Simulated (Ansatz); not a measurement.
A nudged elastic band was laid between two geometries of a periodic cell of 17 atoms, TiSi16 (host Si, host structure diamond, interstitial Ti).

Theory: DFT PBE, scalar-relativistic, plane waves, PAW in Ansatz. Settings: PAW set soft_1, cutoff 420 eV, k mesh 2x2x2, gaussian smearing 0.02 eV, no spin polarisation.

```
movable images  : 3
climbing image  : yes
spring          : 5.0 eV/Å²
optimiser       : lbfgs
start path      : straight line
force threshold : 0.03 eV/Å
iteration limit : 52
end points      : relaxed
```

First end point:

```xyz
17
Lattice="0.0000 5.4300 5.4300 5.4300 0.0000 5.4300 5.4300 5.4300 0.0000" Properties=species:S:1:pos:R:3
Si -0.106 0.076 -0.020
Si 1.314 1.409 1.400
Si 2.692 2.714 0.024
Si 3.989 4.106 1.381
Si 2.734 0.074 2.821
Si 4.028 1.427 4.114
Si 5.347 2.724 2.800
Si 6.764 4.105 4.158
Si -0.062 2.714 2.778
Si 1.295 4.106 4.075
Si 2.680 5.471 2.766
Si 4.030 6.795 4.116
Si 2.713 2.724 5.433
Si 4.072 4.105 6.850
Si 5.381 5.471 5.466
Si 6.745 6.798 6.831
Ti 6.744 4.124 1.400
```

Last end point:

```xyz
17
Lattice="0.0000 5.4300 5.4300 5.4300 0.0000 5.4300 5.4300 5.4300 0.0000" Properties=species:S:1:pos:R:3
Si -0.057 -0.058 -0.006
Si 1.317 1.323 1.299
Si 2.698 2.697 -0.005
Si 4.036 4.035 1.343
Si 2.737 -0.097 2.638
Si 4.077 1.302 4.034
Si 5.385 2.685 2.668
Si 6.768 3.992 4.036
Si -0.103 2.742 2.628
Si 1.299 4.076 4.030
Si 2.684 5.386 2.666
Si 3.993 6.771 4.031
Si 2.718 2.717 5.414
Si 4.028 4.041 6.711
Si 5.352 5.351 5.415
Si 6.749 6.751 6.770
Ti 6.747 6.753 4.014
```

**Question.** What changes between the two ends?

**Answer.** Contacts lost: Si1–Ti17, Si4–Ti17, Si7–Ti17, Si14–Ti17. Contacts made: Si6–Ti17, Si9–Ti17, Si12–Ti17, Si15–Ti17. The atom that moves furthest is Ti17, by 3.71 Å; four of its nearest neighbours are Si13 2.42, Si7 2.42, Si5 2.44, Si1 2.44 Å at the first end and Si13 2.42, Si15 2.42, Si5 2.43, Si9 2.44 Å at the last.

**Question.** What energy profile does the band end with?

**Answer.** The forces met the threshold. The highest image is number 1 of 0 to 4, 1.74 eV above the ends, which have the same energy within 2 meV. The profile has 2 maxima (images 1, 3) with wells between them (image 2): this band takes more than one step, which may be the mechanism or a detour left from its start path. Neighbouring images differ by up to 1.7 eV, so the band resolves the path poorly. By the program's own check the climbing image is of a kind that is not told: the force calls were inconclusive, a negative curvature could not be distinguished from the path's own, the only one lies far off the path, or fixed occupations may fill a level only in part (lowest curvatures found: -2.60 and -0.10 eV/Å²). Limits of this set-up: coarse k mesh, a small cell, in which the defect meets its images.

| image | path coordinate (Å) | energy (eV) | Si1–Ti17 (Å) | Si4–Ti17 (Å) | Si7–Ti17 (Å) |
| --- | --- | --- | --- | --- | --- |
| 0 | 0.00 | 0.00 | 2.44 | 2.76 | 2.42 |
| 1 | 1.27 | 1.74 | 2.42 | 2.42 | 2.42 |
| 2 | 2.52 | 0.00 | 2.77 | 2.41 | 2.77 |
| 3 | 3.77 | 1.73 | 3.51 | 3.34 | 3.50 |
| 4 | 5.02 | 0.00 | 4.47 | 4.68 | 4.50 |

**Question.** What is the geometry of the highest image?

**Answer.** 
```xyz
17
Lattice="0.0000 5.4300 5.4300 5.4300 0.0000 5.4300 5.4300 5.4300 0.0000" Properties=species:S:1:pos:R:3
Si -0.057 0.107 -0.090
Si 1.458 1.519 1.317
Si 2.872 2.612 -0.091
Si 3.968 4.024 1.318
Si 2.875 0.106 2.828
Si 3.967 1.517 4.237
Si 5.377 2.613 2.827
Si 6.892 4.021 4.240
Si 0.009 2.723 2.678
Si 1.281 4.118 4.073
Si 2.674 5.392 2.683
Si 4.165 6.664 3.955
Si 2.556 2.840 5.558
Si 4.043 4.117 6.835
Si 5.443 5.385 5.440
Si 6.715 6.781 6.834
Ti 6.140 4.783 2.076
```

Time of the run: 14 min on 1 thread of Arm Neoverse V2, on a shared host, peak memory 0.82 GiB.
